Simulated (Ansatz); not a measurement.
# CaLuAl4: a single-point run

Wanted: a converged single-point run for CaLuAl4, and a check of what comes out. The structure is shown as the input types it.

Computed with Ansatz 0.2.0 (DFT r2SCAN, scalar-relativistic, plane waves, PAW; settings changed (as first typed), unless a step's input says otherwise).

### Step 1. The system as given

The structure is cubic, space group F-43m (No. 216). Conventional cell: a = 7.832 Å, b = 7.832 Å, c = 7.832 Å, α = 90.00°, β = 90.00°, γ = 90.00°. Al (site symmetry 3m) has 6 Al at 2.76 to 2.78 Å as nearest neighbours. Ca (site symmetry -43m) has 12 Al at 3.25 Å and 4 Lu at 3.39 Å as nearest neighbours. Around Lu (site symmetry -43m) lie 12 Al at 3.25 Å and 4 Ca at 3.39 Å.

Coordinates:

```cif
data_structure
_symmetry_space_group_name_H-M 'P 1'
_symmetry_Int_Tables_number 1
_cell_length_a 5.5384
_cell_length_b 5.5384
_cell_length_c 7.8324
_cell_angle_alpha 90.000
_cell_angle_beta 90.000
_cell_angle_gamma 90.000
_cell_volume 240.25
loop_
_atom_site_label
_atom_site_type_symbol
_atom_site_fract_x
_atom_site_fract_y
_atom_site_fract_z
_atom_site_occupancy
Al1 Al 0.74923 0.00000 0.62539 1
Al2 Al 0.24923 0.50000 0.12539 1
Al3 Al 0.25077 0.00000 0.62539 1
Al4 Al 0.75077 0.50000 0.12539 1
Al5 Al 0.00000 0.25077 0.37461 1
Al6 Al 0.50000 0.75077 0.87461 1
Al7 Al 0.00000 0.74923 0.37461 1
Al8 Al 0.50000 0.24923 0.87461 1
Ca1 Ca 0.00000 0.50000 0.75000 1
Ca2 Ca 0.50000 0.00000 0.25000 1
Lu1 Lu 0.50000 0.50000 0.50000 1
Lu2 Lu 0.00000 0.00000 0.00000 1
```

### Step 2. Running it

input.yaml reads:

```yaml
crystal:
  lattice:
    - [0.0, -3.9162139394, 3.9162139394]
    - [0.0, 3.9162139394, 3.9162139394]
    - [-7.8324278787, 0.0, 0.0]
  atoms:
    - { symbol: Al, position: [0.7492299939, 0.0, 0.625385003], spin: 2.0 }
    - { symbol: Al, position: [0.2492299939, 0.5, 0.125385003] }
    - { symbol: Al, position: [0.2507700061, 0.0, 0.625385003] }
    - { symbol: Al, position: [0.7507700061, 0.5, 0.125385003] }
    - { symbol: Al, position: [0.0, 0.2507700061, 0.374614997] }
    - { symbol: Al, position: [0.5, 0.7507700061, 0.874614997] }
    - { symbol: Al, position: [0.0, 0.7492299939, 0.374614997] }
    - { symbol: Al, position: [0.5, 0.2492299939, 0.874614997] }
    - { symbol: Ca, position: [0.0, 0.5, 0.75] }
    - { symbol: Ca, position: [0.5, 0.0, 0.25] }
    - { symbol: Lu, position: [0.5, 0.5, 0.5] }
    - { symbol: Lu, position: [0.0, 0.0, 0.0] }
basis:
  ecutwfc: 500
kpoints:
  mp_grid: { grid: [4, 4, 4] }
hamiltonian:
  xc: r2scan
scf:
  occupations: { method: gaussian, width: 0.05 }
  max_iter: 60
output:
  forces: true
  eigenvalues: true
  stress: true
```

Launch:

```sh
$ ansatz run input.yaml --threads 8 --pin off --max-ram 14336MiB --backend cpu --events-out ev --progress --plain --runs-dir out
```

**Question.** How will this run end, and is anything wrong with its input?

Nothing was computed: the input was turned down at the start. The line that matters: «inconsistent input (magnetization.spin_polarized): false but per-atom `spin:`, `per_species`, `initial_magnetization`, `magnetic_field`, or `spin_locking` is set»

Starting moments are given, but spin polarisation is off.

The cure: switch spin polarisation on, or remove the moments.
